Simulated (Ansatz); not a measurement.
# C₂H₆GaNOSi: vertical ionisation energy

How much energy removes an electron from C₂H₆GaNOSi at fixed geometry? The cation is run at each level and the neutral's energy taken from earlier runs.

Program: Ansatz 0.2.0, Gaussian basis. Level of theory: unrestricted cation, the program's frozen cores in correlated methods. These are calculated values, not measurements.

Levels to be run: UKS PBE-D4/def2-TZVPP; UKS r2SCAN-D4/def2-TZVPP; UKS PBE0-D4/def2-TZVPP; UKS B3LYP-D4/def2-TZVPP; UKS wB97X-V/def2-TZVPP; UKS wB97M-V/def2-TZVPP; UKS B2PLYP/def2-TZVPP; UHF-CCSD(T)/def2-TZVPP; UHF-MP2/def2-QZVPP; extrapolation to the limit; then −ε(HOMO) from the neutral's earlier runs with LDA (SPW92), PBE-D4, revPBE-D4, BLYP-D4, r2SCAN-D4, B97M-V, PBE0-D4, B3LYP-D4, r2SCANh-D4, r2SCAN0-D4, HSE06-D4, BHLYP-D4, CAM-B3LYP-D4, LC-ωPBE, ωB97X-V, ωB97M-V.

**1. Structure used throughout**

The geometry comes from an earlier relaxation with PBE0-D4 in a triple-zeta def2 set; it is a stationary point, not always the lowest conformer.

12 atoms, charge 0, spin multiplicity 1.

Atoms are counted from 1 here; the program's logs count them from 0.

Bond lengths: N1–C2 1.356 Å, N1–H7 1.006 Å, N1–H8 1.003 Å, C2–C3 1.362 Å, C2–Si6 1.905 Å, C3–Ga4 1.911 Å, C3–H9 1.089 Å, Ga4–O5 1.839 Å, Ga4–H10 1.548 Å, O5–Si6 1.624 Å, Si6–H11 1.491 Å, Si6–H12 1.490 Å. Angles: C2–N1–H7 120.5°, C2–N1–H8 121.1°, H7–N1–H8 116.7°, N1–C2–C3 125.0°, N1–C2–Si6 121.2°, C3–C2–Si6 113.8°, C2–C3–Ga4 111.6°, C2–C3–H9 120.7°, Ga4–C3–H9 127.7°, C3–Ga4–O5 100.3°, C3–Ga4–H10 142.4°, O5–Ga4–H10 117.3°, Ga4–O5–Si6 109.8°, C2–Si6–O5 104.4°, C2–Si6–H11 109.0°, C2–Si6–H12 109.4°, O5–Si6–H11 113.1°, O5–Si6–H12 113.0° and more.

As a file:

```
N    -0.3309   -1.6425    1.0713
C     0.0026   -0.4987    0.4235
C     1.0538    0.3049    0.7478
Ga    1.1528    1.8316   -0.3973
O    -0.2947    1.5187   -1.4870
Si   -1.0326    0.1421   -1.0413
H     0.2683   -2.0179    1.7870
H    -1.0383   -2.2547    0.7096
H     1.7181    0.0451    1.5704
H     1.9841    3.1089   -0.6688
H    -1.0437   -0.8897   -2.1175
H    -2.4394    0.3520   -0.5977
```

**2. Cation, UKS PBE-D4/def2-TZVPP**

Input file in.yaml:

```yaml
crystal:
  periodic: [false, false, false]
  atoms:
    - {symbol: N, position_ang: [-0.330891, -1.642529, 1.071282]}
    - {symbol: C, position_ang: [0.002648, -0.498699, 0.423504]}
    - {symbol: C, position_ang: [1.053756, 0.304925, 0.747753]}
    - {symbol: Ga, position_ang: [1.152791, 1.831646, -0.397347]}
    - {symbol: O, position_ang: [-0.294704, 1.518701, -1.486970]}
    - {symbol: Si, position_ang: [-1.032634, 0.142136, -1.041258]}
    - {symbol: H, position_ang: [0.268268, -2.017871, 1.786971]}
    - {symbol: H, position_ang: [-1.038291, -2.254651, 0.709631]}
    - {symbol: H, position_ang: [1.718118, 0.045067, 1.570401]}
    - {symbol: H, position_ang: [1.984063, 3.108906, -0.668754]}
    - {symbol: H, position_ang: [-1.043710, -0.889667, -2.117490]}
    - {symbol: H, position_ang: [-2.439405, 0.352036, -0.597723]}
basis:
  gaussian: {orbitals: def2-TZVPP}
total_charge: 1
magnetization: {spin_polarized: true, initial_magnetization: 1}
hamiltonian: {xc: pbe, dispersion: d4}
```

Run with:

```
ansatz run in.yaml --threads 2 --pin off --events-out ev --progress --plain --max-ram 20480MiB --backend cuda --devices 0, --max-vram 18GiB
```

What it wrote:

```text
Functional definition: PBE
  name "PBE"
  cite "Perdew, Burke & Ernzerhof, Phys. Rev. Lett. 77, 3865 (1996) doi:10.1103/PhysRevLett.77.3865"
  parent pbe
  parameter kappa = 0.804
  parameter beta = 0.06672455060314922
  exchange = pbe_x(kappa = kappa, mu = beta*pi^2/3)
  correlation = pbe_c(beta = beta)
1676 factors; their error is unknown
mean field evaluation 1: about -65900.2652 eV, gradient 9.6e1 eV
mean field evaluation 2: about -65470.4873 eV, gradient 2.6e2 eV
mean field evaluation 4: about -65913.0742 eV, gradient 6.7e1 eV
mean field evaluation 8: about -65941.2790 eV, gradient 7.6e0 eV
mean field evaluation 16: about -65941.5747 eV, gradient 5.5e-2 eV
mean field evaluation 32: about -65940.4074 eV, gradient 8.0e0 eV
mean field -65941.57467048 eV, -2423.3081723354 hartree, gradient 3.9e-5 eV, S^2 0.757042; 5 other end points of the search recorded, 0 dependent functions left out
reference -65941.57471956 eV, -2423.3081741390 hartree; 39, 38 occupied and 259, 260 virtual orbitals, 1676 factors
Total energy: -65941.89365169 eV, -2423.3198946786 hartree
```

It took 3.9 s on 1 × H100 (card shared with other runs) with 2 threads of AMD EPYC 7R13, shared host; peak host memory 0.89 GiB.

The neutral molecule at this level: -65950.0900 eV. Difference: 8.196 eV. ⟨S²⟩ = 0.757.

**3. Cation, UKS r2SCAN-D4/def2-TZVPP**

in.yaml: that of step 2 with these lines changed.

```diff
@@ -19,2 +19,2 @@
 magnetization: {spin_polarized: true, initial_magnetization: 1}
-hamiltonian: {xc: pbe, dispersion: d4}
+hamiltonian: {xc: r2scan, dispersion: d4}
```

Same command.

What it wrote (excerpt; [...] marks lines left out):

```text
Functional definition: r2SCAN
  name "r2SCAN"
  cite "Furness, Kaplan, Ning, Perdew & Sun, J. Phys. Chem. Lett. 11, 8208 (2020) doi:10.1021/acs.jpclett.0c02405"
  cite "Furness, Kaplan, Ning, Perdew & Sun, J. Phys. Chem. Lett. 11, 9248 (2020) doi:10.1021/acs.jpclett.0c03077"
  parent r2scan
[...]
1676 factors; their error is unknown
[...]
mean field -65956.47701588 eV, -2423.8558234277 hartree, gradient 3.4e-5 eV, S^2 0.768297; 3 other end points of the search recorded, 0 dependent functions left out
reference -65956.47703306 eV, -2423.8558240591 hartree; 39, 38 occupied and 259, 260 virtual orbitals, 1676 factors
Total energy: -65956.55212075 eV, -2423.8585834807 hartree
```

Wall time 4.8 s (1 × H100 (card shared with other runs) with 2 threads of AMD EPYC 7R13, shared host); peak host memory 0.95 GiB.

The neutral molecule at this level: -65964.6977 eV. Difference: 8.146 eV. ⟨S²⟩ = 0.768.

**4. Cation, UKS PBE0-D4/def2-TZVPP**

in.yaml: that of step 3 with these lines changed.

```diff
@@ -19,2 +19,2 @@
 magnetization: {spin_polarized: true, initial_magnetization: 1}
-hamiltonian: {xc: r2scan, dispersion: d4}
+hamiltonian: {xc: pbe0, dispersion: d4}
```

The command is unchanged.

What it wrote:

```text
Functional definition: PBE0
  name "PBE0"
  cite "Adamo & Barone, J. Chem. Phys. 110, 6158 (1999) doi:10.1063/1.478522"
  cite "Perdew, Burke & Ernzerhof, Phys. Rev. Lett. 77, 3865 (1996) doi:10.1103/PhysRevLett.77.3865"
  parent pbe
  parameter a = 0.25
  parameter kappa = 0.804
  parameter beta = 0.06672455060314922
  exchange = (1 - a)*pbe_x(kappa = kappa, mu = beta*pi^2/3) + a*exact_x
  correlation = pbe_c(beta = beta)
1724 factors; their error is unknown
mean field evaluation 1: about -65913.6095 eV, gradient 8.0e1 eV
mean field evaluation 2: about -65750.7825 eV, gradient 1.8e2 eV
mean field evaluation 4: about -65930.6884 eV, gradient 5.0e1 eV
mean field evaluation 8: about -65943.4435 eV, gradient 1.3e0 eV
mean field evaluation 16: about -65943.6715 eV, gradient 8.1e-3 eV
mean field -65943.67145614 eV, -2423.3852277872 hartree, gradient 2.9e-5 eV, S^2 0.767812; 0 other end points of the search recorded, 0 dependent functions left out
reference -65943.67149269 eV, -2423.3852291306 hartree; 39, 38 occupied and 259, 260 virtual orbitals, 1724 factors
Total energy: -65943.94213511 eV, -2423.3951750560 hartree
```

Wall time 4.7 s (1 × H100 (card shared with other runs) with 2 threads of AMD EPYC 7R13, shared host); peak host memory 0.9 GiB.

The neutral molecule at this level: -65952.1588 eV. Difference: 8.217 eV. ⟨S²⟩ = 0.768.

**5. Cation, UKS B3LYP-D4/def2-TZVPP**

in.yaml: that of step 4 with these lines changed.

```diff
@@ -19,2 +19,2 @@
 magnetization: {spin_polarized: true, initial_magnetization: 1}
-hamiltonian: {xc: pbe0, dispersion: d4}
+hamiltonian: {xc: {name: B3LYP}, dispersion: d4}
```

Same command.

What it wrote (excerpt; [...] marks lines left out):

```text
Functional definition: B3LYP
  name "B3LYP"
  cite "Stephens, Devlin, Chabalowski & Frisch, J. Phys. Chem. 98, 11623 (1994) doi:10.1021/j100096a001"
  cite "Becke, Phys. Rev. A 38, 3098 (1988) doi:10.1103/PhysRevA.38.3098"
  cite "Lee, Yang & Parr, Phys. Rev. B 37, 785 (1988) doi:10.1103/PhysRevB.37.785"
  cite "Vosko, Wilk & Nusair, Can. J. Phys. 58, 1200 (1980) doi:10.1139/p80-159"
[...]
1714 factors; their error is unknown
[...]
mean field -65962.35325638 eV, -2424.0717712831 hartree, gradient 5.0e-5 eV, S^2 0.763271; 0 other end points of the search recorded, 0 dependent functions left out
reference -65962.35355389 eV, -2424.0717822164 hartree; 39, 38 occupied and 259, 260 virtual orbitals, 1714 factors
Total energy: -65962.87312463 eV, -2424.0908760890 hartree
```

Run time: 2.9 s. Hardware: 1 × H100 (card shared with other runs) with 2 threads of AMD EPYC 7R13, shared host; peak host memory 0.9 GiB.

The neutral molecule at this level: -65971.1504 eV. Difference: 8.277 eV. ⟨S²⟩ = 0.763.

**6. Cation, UKS wB97X-V/def2-TZVPP**

in.yaml: that of step 5 with these lines changed.

```diff
@@ -19,2 +19,2 @@
 magnetization: {spin_polarized: true, initial_magnetization: 1}
-hamiltonian: {xc: {name: B3LYP}, dispersion: d4}
+hamiltonian: {xc: {name: wB97X-V}}
```

The command is unchanged.

What it wrote (excerpt; [...] marks lines left out):

```text
Functional definition: wB97X-V
  name "wB97X-V"
  cite "Mardirossian & Head-Gordon, Phys. Chem. Chem. Phys. 16, 9904 (2014) doi:10.1039/C3CP54374A"
  cite "Becke, J. Chem. Phys. 107, 8554 (1997) doi:10.1063/1.475007"
  cite "Vydrov & Van Voorhis, J. Chem. Phys. 133, 244103 (2010) doi:10.1063/1.3521275"
[...]
      + integral(e_c_pw_opposite_spin*poly(b97_u_opposite, cos0, cos1)) + vv10(b, c)
1714 factors; their error is unknown
393 factors; integrals over basis functions are off by at most 8.9e-6 eV
[...]
mean field -65952.54449676 eV, -2423.7113060155 hartree, gradient 2.9e-5 eV, S^2 0.769524; 0 other end points of the search recorded, 0 dependent functions left out
reference -65952.54449446 eV, -2423.7113059311 hartree; 39, 38 occupied and 259, 260 virtual orbitals, 1714 factors
Total energy: -65952.54449446 eV, -2423.7113059311 hartree
```

Wall time 4.3 s (1 × H100 (card shared with other runs) with 2 threads of AMD EPYC 7R13, shared host); peak host memory 1 GiB.

Less the neutral's -65960.7737 eV (earlier run), this gives 8.229 eV. ⟨S²⟩ = 0.770.

**7. Cation, UKS wB97M-V/def2-TZVPP**

in.yaml: that of step 6 with these lines changed.

```diff
@@ -19,2 +19,2 @@
 magnetization: {spin_polarized: true, initial_magnetization: 1}
-hamiltonian: {xc: {name: wB97X-V}}
+hamiltonian: {xc: {name: wB97M-V}}
```

Same command.

What it wrote (excerpt; [...] marks lines left out):

```text
Functional definition: wB97M-V
  name "wB97M-V"
  cite "Mardirossian & Head-Gordon, J. Chem. Phys. 144, 214110 (2016) doi:10.1063/1.4952647"
  cite "Becke, J. Chem. Phys. 107, 8554 (1997) doi:10.1063/1.475007"
  cite "Vydrov & Van Voorhis, J. Chem. Phys. 133, 244103 (2010) doi:10.1063/1.3521275"
  # Of w^i u^j: cxij and so on, Table III.
[...]
  gx(w, u) = 1 - cx + cx01*u + cx10*w
  gss(w, u) = css00 + css04*u^4 + css10*w + css20*w^2 + css43*w^4*u^3
  gos(w, u) = cos00 + cos10*w + (cos20 + cos21*u)*w^2 + (cos60 + cos61*u)*w^6
[...]
      + integral(e_c_pw_mod_opposite_spin*gos(b97_w_opposite, b97_u_opposite)) + vv10(b, c)
1714 factors; their error is unknown
393 factors; integrals over basis functions are off by at most 8.9e-6 eV
[...]
mean field -65954.92924817 eV, -2423.7989440135 hartree, gradient 5.9e-5 eV, S^2 0.766351; 0 other end points of the search recorded, 0 dependent functions left out
reference -65954.92930508 eV, -2423.7989461048 hartree; 39, 38 occupied and 259, 260 virtual orbitals, 1714 factors
Total energy: -65954.92930508 eV, -2423.7989461048 hartree
```

It took 4.4 s on 1 × H100 (card shared with other runs) with 2 threads of AMD EPYC 7R13, shared host; peak host memory 1.1 GiB.

Less the neutral's -65963.1709 eV (earlier run), this gives 8.242 eV. ⟨S²⟩ = 0.766.

**8. Cation, UKS B2PLYP (frozen core)/def2-TZVPP**

in.yaml: that of step 7 with these lines changed.

```diff
@@ -19,2 +19,2 @@
 magnetization: {spin_polarized: true, initial_magnetization: 1}
-hamiltonian: {xc: {name: wB97M-V}}
+hamiltonian: {xc: {name: B2PLYP}}
```

Same command.

What it wrote (excerpt; [...] marks lines left out):

```text
Functional definition: B2PLYP
  name "B2PLYP"
  cite "Grimme, J. Chem. Phys. 124, 034108 (2006) doi:10.1063/1.2148954"
  cite "Becke, Phys. Rev. A 38, 3098 (1988) doi:10.1103/PhysRevA.38.3098"
  cite "Lee, Yang & Parr, Phys. Rev. B 37, 785 (1988) doi:10.1103/PhysRevB.37.785"
[...]
1803 factors; integrals over basis functions are off by at most 8.5e-4 eV
[...]
mean field -65933.32143257 eV, -2423.0048714365 hartree, gradient 6.7e-6 eV, S^2 0.785332; 2 other end points of the search recorded, 0 dependent functions left out
18 core orbitals not correlated: weight in the atoms' cores, before any rotation towards them, 1.000 or more for the frozen orbitals, at most 0.000 for the correlated occupied ones
reference -65933.32161986 eV, -2423.0048783193 hartree; 21, 20 occupied and 259, 260 virtual orbitals, 1803 factors
second order -35.20393372 eV of doubles, -0.00000000 eV of singles
Total energy: -65942.82668196 eV, -2423.3541829089 hartree
```

Wall time 5.5 s (1 × H100 (card shared with other runs) with 2 threads of AMD EPYC 7R13, shared host); peak host memory 1.4 GiB.

The neutral molecule at this level: -65951.0661 eV. Difference: 8.239 eV. ⟨S²⟩ = 0.785.

**9. Cation, UHF-CCSD(T)/def2-TZVPP**

in.yaml: that of step 8 with these lines changed.

```diff
@@ -19,2 +19,3 @@
 magnetization: {spin_polarized: true, initial_magnetization: 1}
-hamiltonian: {xc: {name: B2PLYP}}
+correlation: {method: ccsd_t}
+scf: {omitted_lower_state_checks: [cluster_reference]}
```

Launched as before.

What it wrote (excerpt; [...] marks lines left out):

```text
Functional definition: HF
  name "HF"
  cite "Fock, Z. Phys. 61, 126 (1930) doi:10.1007/BF01340294"
  parent pbe
[...]
1803 factors; integrals over basis functions are off by at most 8.5e-4 eV
[...]
mean field -65868.54917419 eV, -2420.6245348454 hartree, gradient 2.5e-6 eV, S^2 0.850307; 1 other end points of the search recorded, 0 dependent functions left out
18 core orbitals not correlated: weight in the atoms' cores, before any rotation towards them, 1.000 or more for the frozen orbitals, at most 0.000 for the correlated occupied ones
reference -65868.54917419 eV, -2420.6245348454 hartree; 21, 20 occupied and 259, 260 virtual orbitals, 1803 factors
second order -28.53658816 eV of doubles, -0.00000000 eV of singles
cycle   1  -28.45585978 eV  change    8.1e-2 eV  update   1.4e-1
[...]
cycle  13  -29.57396619 eV  change    3.3e-6 eV  update   2.8e-5
perturbative correction -1.28377821 eV, -0.0471779791 hartree
Total energy: -65899.40691859 eV, -2421.7585360359 hartree
Checks for a lower state left out: cluster_reference
```

Run time: 22 s. Hardware: 1 × H100 (card shared with other runs) with 2 threads of AMD EPYC 7R13, shared host; peak host memory 1.8 GiB.

The neutral molecule at this level: -65907.6804 eV. Difference: 8.273 eV. ⟨S²⟩ = 0.850. T1 = 0.019 (report).

**10. Cation, UHF-MP2/def2-QZVPP**

in.yaml: that of step 9 with these lines changed.

```diff
@@ -16,6 +16,6 @@
 basis:
-  gaussian: {orbitals: def2-TZVPP}
+  gaussian: {orbitals: "def2-QZVPP.json"}
 total_charge: 1
 magnetization: {spin_polarized: true, initial_magnetization: 1}
-correlation: {method: ccsd_t}
+correlation: {method: mp2}
 scf: {omitted_lower_state_checks: [cluster_reference]}
```

Launched as before.

What it wrote (excerpt; [...] marks lines left out):

```text
Functional definition: HF
  name "HF"
  cite "Fock, Z. Phys. 61, 126 (1930) doi:10.1007/BF01340294"
  parent pbe
[...]
3459 factors; integrals over basis functions are off by at most 8.0e-4 eV
[...]
mean field -65870.15310951 eV, -2420.6834783812 hartree, gradient 1.3e-6 eV, S^2 0.850284; 2 other end points of the search recorded, 0 dependent functions left out
18 core orbitals not correlated: weight in the atoms' cores, before any rotation towards them, 1.000 or more for the frozen orbitals, at most 0.000 for the correlated occupied ones
reference -65870.15310951 eV, -2420.6834783812 hartree; 21, 20 occupied and 528, 529 virtual orbitals, 3459 factors
second order -36.89912485 eV of doubles, -0.00000000 eV of singles
Total energy: -65907.05223436 eV, -2422.0394962082 hartree
Checks for a lower state left out: cluster_reference
```

It took 8 s on 1 × H100 (card shared with other runs) with 2 threads of AMD EPYC 7R13, shared host; peak host memory 1.3 GiB.

The neutral molecule at this level: -65915.6999 eV. Difference: 8.648 eV. ⟨S²⟩ = 0.850.

**11. Extrapolating to the complete basis**

This step is arithmetic on the last runs, with X = 3 and 4: exp(−7.88√X) for Hartree-Fock, X^−2.97 for correlation; only MP2 was run in the larger set, so CCSD(T) minus MP2 is added from the smaller one.

```tsv
level	energy at the limit (eV)
HF	-65870.3740
MP2	-65913.4676
CCSD	-65914.5050
CCSD(T)	-65915.7888
```

This is no true limit for total energies: MP2 correlation changes by a factor of 1.29 from triple to quadruple zeta (about 1.07 in light molecules), because outer-core shells are correlated in sets not made for them. Much of that cancels between molecule and atoms or ions.

The neutral's limit, from its own earlier runs, is -65924.2332 eV in the additive form (MP2 limit plus CCSD(T) minus MP2 in triple zeta), in which the cation has -65915.7888 eV.

**12. The ladder**

Differences are taken before rounding.

```tsv
method	ionisation energy (eV)	from CCSD(T)/CBS (eV)	time
PBE-D4	8.20	-0.25	6.3 s
r2SCAN-D4	8.15	-0.30	7.1 s
PBE0-D4	8.22	-0.23	6.4 s
B3LYP-D4	8.28	-0.17	5 s
ωB97X-V	8.23	-0.22	7.6 s
ωB97M-V	8.24	-0.20	8.1 s
B2PLYP	8.24	-0.21	8.4 s
HF/def2-TZVPP	7.01	-1.44	
MP2/def2-TZVPP	8.55	+0.10	
CCSD/def2-TZVPP	8.17	-0.27	
CCSD(T)/def2-TZVPP	8.27	-0.17	27 s
CCSD(T)/CBS	8.44	0	41 s
```

Among the levels timed on like hardware and quicker than the yardstick, those that no quicker one beats, quickest first: B3LYP-D4 (5 s, -0.17 eV). Runs this short are mostly start-up, so their order is noise.

Times add the cation's run and the neutral's; HF, MP2 and CCSD come out of the CCSD(T) runs.

Orbital estimates, from the neutral's runs:

```tsv
functional	−ε(HOMO) (eV)	by energy difference (eV)
LDA (SPW92)	5.51	
PBE-D4	5.31	8.20
revPBE-D4	5.23	
BLYP-D4	5.15	
r2SCAN-D4	5.50	8.15
B97M-V	5.55	
PBE0-D4	6.36	8.22
B3LYP-D4	6.15	8.28
r2SCANh-D4	5.90	
r2SCAN0-D4	6.51	
HSE06-D4	5.97	
BHLYP-D4	7.28	
CAM-B3LYP-D4	7.61	
LC-ωPBE	8.90	
ωB97X-V	8.56	8.23
ωB97M-V	8.49	8.24
```

**13. Outcome**

| quantity | value |
| --- | --- |
| ionisation energy, CCSD(T)/CBS | 8.44 eV |
| nearest functional by difference | B3LYP-D4 (-0.17 eV) |
| nearest −ε(HOMO) | ωB97M-V (+0.04 eV) |
| −ε(HOMO) of PBE | 5.31 eV |
| T1 of the cation | 0.019 |

In words: Energy differences with functionals land within 0.30 eV of the reference. −ε(HOMO) of PBE misses by 3.1 eV, since self-interaction lifts the level. Among orbital estimates ωB97M-V comes nearest. Hartree-Fock falls 1.44 eV short, as the neutral has more correlation energy than the cation. The cation may have settled in a state other than its lowest; no search over hole states beyond the program's own was made. Correlated methods include outer-core shells of Ga, which these sets cover unevenly. With outer-core shells in play the reference is unsure by up to some tenths of an eV, so close misses can't be ranked.

For cost: B3LYP-D4 gets within 0.17 eV in 5 s, where CCSD(T)/CBS took 41 s.
